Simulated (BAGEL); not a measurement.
# GeSiH4F2 (SMILES F[SiH](F)[GeH3]): PBE0/def2-SVP (density fitting with cc-pvqz-jkfit)

Aim: the energy change on altering one bond length of GeSiH4F2 at PBE0/def2-SVP (density fitting with cc-pvqz-jkfit), from 2 runs. 

Program for the calculation: BAGEL 1.2.2.

2 further runs of the same task are left out: 2 that didn't finish.

## 1. The molecule

GeSiH4F2 has 8 atoms, charge 0, and is taken as a singlet. As SMILES, `F[SiH](F)[GeH3]`. Geometry: relaxed at PBE0-D4/def2-TZVP.

Bond lengths: F1–Si2 1.592 Å, Si2–F3 1.592 Å, Si2–Ge4 2.377 Å, Si2–H5 1.481 Å, Ge4–H6 1.536 Å, Ge4–H7 1.534 Å, Ge4–H8 1.536 Å. Some angles: F1–Si2–F3 107.0°, F1–Si2–Ge4 109.5°, F3–Si2–Ge4 109.5°, F1–Si2–H5 107.4°, F3–Si2–H5 107.4°, Ge4–Si2–H5 115.8°, Si2–Ge4–H6 109.5°, Si2–Ge4–H7 110.3°, Si2–Ge4–H8 109.5°, H6–Ge4–H7 109.3°.

## 2. The energy at PBE0/def2-SVP (density fitting with cc-pvqz-jkfit)

Contents of dft.json:

```json
{ "bagel" : [

{
  "title" : "molecule",
  "basis" : "svp",
  "df_basis" : "cc-pvqz-jkfit",
  "angstrom" : true,
  "geometry" : [
    { "atom" : "F", "xyz" : [    1.301800,   -1.418600,    1.197400 ] },
    { "atom" : "Si", "xyz" : [    1.139900,   -0.126600,    0.280900 ] },
    { "atom" : "F", "xyz" : [    1.983100,   -0.386400,   -1.044700 ] },
    { "atom" : "Ge", "xyz" : [   -1.151500,    0.164400,   -0.281300 ] },
    { "atom" : "H", "xyz" : [    1.776500,    1.004200,    0.994900 ] },
    { "atom" : "H", "xyz" : [   -1.970000,    0.389600,    0.998800 ] },
    { "atom" : "H", "xyz" : [   -1.682300,   -1.076600,   -1.011200 ] },
    { "atom" : "H", "xyz" : [   -1.305500,    1.392900,   -1.190400 ] }
  ]
},
{
  "title" : "ks",
  "xc_func" : "pbe0"
},
{
  "title" : "print",
  "file" : "orbitals.molden",
  "orbitals" : true
}

]}
```

Launch:

```bash
$ BAGEL_NUM_THREADS=1 BAGEL dft.json > dft.out
```

The log of the run:

```text
* using 1 threads per process

  ===============================================================
  ===============================================================

  *** Geometry ***

  { "atom" : "F", "xyz" : [      2.460045,     -2.680765,      2.262758 ] },
  { "atom" : "Si", "xyz" : [      2.154099,     -0.239239,      0.530824 ] },
  { "atom" : "F", "xyz" : [      3.747516,     -0.730190,     -1.974197 ] },
  { "atom" : "Ge", "xyz" : [     -2.176020,      0.310671,     -0.531580 ] },
  { "atom" : "H", "xyz" : [      3.357098,      1.897663,      1.880089 ] },
  { "atom" : "H", "xyz" : [     -3.722760,      0.736237,      1.887458 ] },
  { "atom" : "H", "xyz" : [     -3.179086,     -2.034479,     -1.910891 ] },
  { "atom" : "H", "xyz" : [     -2.467037,      2.632200,     -2.249530 ] },

  Number of auxiliary basis functions:      782

  Since a DF basis is specified, we compute 2- and 3-index integrals:
    o Being stored without compression. Storage requirement is 0.060 GB

  Number of basis functions:       98
  Number of electrons      :       68

    * METHOD: MOLECULE                             0.57

  *** Kohn-Sham DFT ***

    * Removing 13705 points whose weight is below 1.00e-10
    * Grid points: 105543

  === Nuclear Repulsion ===
   355.5053619223

       - DIIS with orbital gradients will be used.

  === KS iteration (pbe0 / svp) ===
      0      -2470.17747503          0.10139955           1.03
      1      -2200.60711335          0.17943965           0.85
      2      -2273.41251784          0.10361037           0.78
      3      -2286.47899243          0.14274163           0.78
      4      -2544.28565854          0.10438729           0.78
      5      -2551.33522671          0.07017105           0.81
      6      -2552.16874870          0.13039793           0.78
      7      -2480.29662623          0.20671848           0.77
      8      -2469.79067939          0.10359042           0.70
      9      -2563.95021986          0.05957780           0.67
     10      -2566.68565983          0.03769446           0.66
     11      -2561.51263548          0.06277062           0.84
     12      -2563.44496223          0.06200024           0.65
     13      -2567.27288250          0.02022326           0.69
     14      -2567.58151096          0.00603375           0.72
     15      -2567.60451765          0.00190017           0.83
     16      -2567.60662239          0.00077079           0.66
     17      -2567.60695035          0.00008176           0.63
     18      -2567.60695339          0.00002701           0.65
     19      -2567.60695391          0.00000590           0.60
     20      -2567.60695393          0.00000271           0.61
     21      -2567.60695394          0.00000088           0.64
     22      -2567.60695394          0.00000012           0.70
     23      -2567.60695394          0.00000010           0.68
     24      -2567.60695394          0.00000001           0.69
     25      -2567.60695394          0.00000000           0.66
    * SCF iteration converged.

    * Permanent dipole moment:
           (    0.413127,    -0.451025,    -0.082293) a.u.

    * METHOD: KS                                  19.39

    * METHOD: PRINT                                0.01

  ===============================================================
```

Wall time 21 s (1 thread of Intel Xeon 6975P-C (Granite Rapids), shared host); peak memory 0.56 GiB.

## 3. The distorted shape at the same level

Contents of input.json:

```json
{ "bagel": [

{
  "title": "molecule",
  "basis": "svp",
  "df_basis": "cc-pvqz-jkfit",
  "angstrom": true,
  "geometry": [
    { "atom": "F", "xyz": [       1.175344,      -1.379637,       1.396202 ] },
    { "atom": "Si", "xyz": [       1.013444,      -0.087637,       0.479702 ] },
    { "atom": "F", "xyz": [       1.983100,      -0.386400,      -1.044700 ] },
    { "atom": "Ge", "xyz": [      -1.277956,       0.203363,      -0.082498 ] },
    { "atom": "H", "xyz": [       1.650044,       1.043163,       1.193702 ] },
    { "atom": "H", "xyz": [      -2.096456,       0.428563,       1.197602 ] },
    { "atom": "H", "xyz": [      -1.808756,      -1.037637,      -0.812398 ] },
    { "atom": "H", "xyz": [      -1.431956,       1.431863,      -0.991598 ] }
  ]
},

{ "title": "ks", "xc_func": "pbe0" },

{ "title": "print", "file": "orbitals.molden", "orbitals": true }

]}
```

Launch:

```bash
$ BAGEL_NUM_THREADS=1 BAGEL input.json > input.out
```

The log of the run:

```text
* using 1 threads per process

  ===============================================================
  ===============================================================

  *** Geometry ***

  { "atom" : "F", "xyz" : [      2.221078,     -2.607136,      2.638439 ] },
  { "atom" : "Si", "xyz" : [      1.915132,     -0.165610,      0.906505 ] },
  { "atom" : "F", "xyz" : [      3.747516,     -0.730190,     -1.974197 ] },
  { "atom" : "Ge", "xyz" : [     -2.414987,      0.384300,     -0.155899 ] },
  { "atom" : "H", "xyz" : [      3.118131,      1.971292,      2.255770 ] },
  { "atom" : "H", "xyz" : [     -3.961728,      0.809867,      2.263140 ] },
  { "atom" : "H", "xyz" : [     -3.418053,     -1.960850,     -1.535210 ] },
  { "atom" : "H", "xyz" : [     -2.706005,      2.705829,     -1.873849 ] },

  Number of auxiliary basis functions:      782

  Since a DF basis is specified, we compute 2- and 3-index integrals:
    o Being stored without compression. Storage requirement is 0.060 GB

  Number of basis functions:       98
  Number of electrons      :       68

    * METHOD: MOLECULE                             0.61

  *** Kohn-Sham DFT ***

    * Removing 13424 points whose weight is below 1.00e-10
    * Grid points: 105824

  === Nuclear Repulsion ===
   346.1824841709

       - DIIS with orbital gradients will be used.

  === KS iteration (pbe0 / svp) ===
      0      -2470.45614048          0.10735065           0.85
      1      -2198.06662786          0.20426262           0.68
      2      -2276.64102734          0.10297630           0.65
      3      -2222.19271956          0.14108671           0.71
      4      -2543.94243215          0.10400200           0.65
      5      -2551.45891514          0.06811154           0.76
      6      -2554.60478187          0.08238178           0.80
      7      -2511.99457431          0.32927409           0.84
      8      -2465.68401871          0.11377221           0.84
      9      -2565.12516412          0.05443601           0.84
     10      -2567.44968749          0.01331303           0.79
     11      -2567.46768798          0.01272827           0.65
     12      -2567.58424773          0.00208722           0.66
     13      -2567.58683474          0.00094978           0.76
     14      -2567.58743220          0.00036119           0.90
     15      -2567.58752170          0.00007439           0.77
     16      -2567.58752550          0.00002278           0.67
     17      -2567.58752581          0.00001307           0.69
     18      -2567.58752589          0.00000224           0.74
     19      -2567.58752589          0.00000051           0.67
     20      -2567.58752589          0.00000043           0.65
     21      -2567.58752589          0.00000012           0.69
     22      -2567.58752589          0.00000005           0.74
     23      -2567.58752589          0.00000001           0.72
     24      -2567.58752589          0.00000000           0.70
    * SCF iteration converged.

    * Permanent dipole moment:
           (    0.729827,    -0.544942,    -0.401472) a.u.

    * METHOD: KS                                  19.00

    * METHOD: PRINT                                0.01

  ===============================================================
```

It took 20 s on 1 thread of Intel Xeon 6975P-C (Granite Rapids), shared host; peak memory 0.56 GiB.

## 4. Outcome

At PBE0/def2-SVP (density fitting with cc-pvqz-jkfit):

| quantity | value |
| --- | --- |
| first shape: total energy | -2567.60695 Eh |
| first shape: dipole moment | 1.57 D |
| first shape: HOMO energy | -8.47 eV |
| first shape: LUMO energy | 0.03 eV |
| first shape: HOMO–LUMO gap | 8.50 eV |
| distorted shape: total energy | -2567.58753 Eh |
| distorted shape: dipole moment | 2.53 D |
| distorted shape: HOMO energy | -8.75 eV |
| distorted shape: LUMO energy | -0.51 eV |
| distorted shape: HOMO–LUMO gap | 8.23 eV |
| energy change with the Si2–F3 bond stretched from 1.592 to 1.831 Å | 0.529 eV |

**Reading.** With the Si2–F3 bond stretched from 1.592 to 1.831 Å the energy rises by 0.53 eV (51.0 kJ/mol). The first shape isn't relaxed at this level, so the change isn't measured from a minimum.
